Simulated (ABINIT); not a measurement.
The system is PmS.

```xyz
2
Lattice="3.3794 0.0000 0.0000 0.0000 3.3794 0.0000 0.0000 0.0000 3.3794" Properties=species:S:1:pos:R:3 pbc="T T T"
Pm    0.0000    0.0000    0.0000
S     1.6897    1.6897    1.6897
```

The cell comes from a database or a generator and needn't be the stable form of this composition.

Base run:

```yaml
Program: ABINIT 10.8.3 (patched build)
Functional: PBE
Potentials_or_basis: JTH PAW PBE v2.0
Cutoff: 544 eV
k_mesh: 6 × 6 × 6
Occupations: gaussian, width 0.05 eV
Spin: collinear spin, ferromagnetic start
Starting_moments: "[4.0, 0.0] μB"
Hubbard_terms: Pm f U = 8 eV
```

Its results: band gap on the k mesh none (metal or under the smearing width); pressure 15.9 GPa; net moment 4.92 μB per cell; site moments Pm +4.60; S -0.05 μB.

Question: The run is repeated on the same cell with these changes: hubbard terms from Pm f U = 8 eV to Pm f U = 8 eV, J = 0.9 eV. What comes out?

Answer: Band gap on the k mesh none (metal or under the smearing width); pressure 13.1 GPa; net moment 4.93 μB per cell; site moments Pm +4.53; S -0.06 μB.

Caveats: the magnetic or orbital state may not be the lowest; spin-orbit coupling is left out, which moves the levels of the heavy elements.

Not every run made on this cell is shown here.
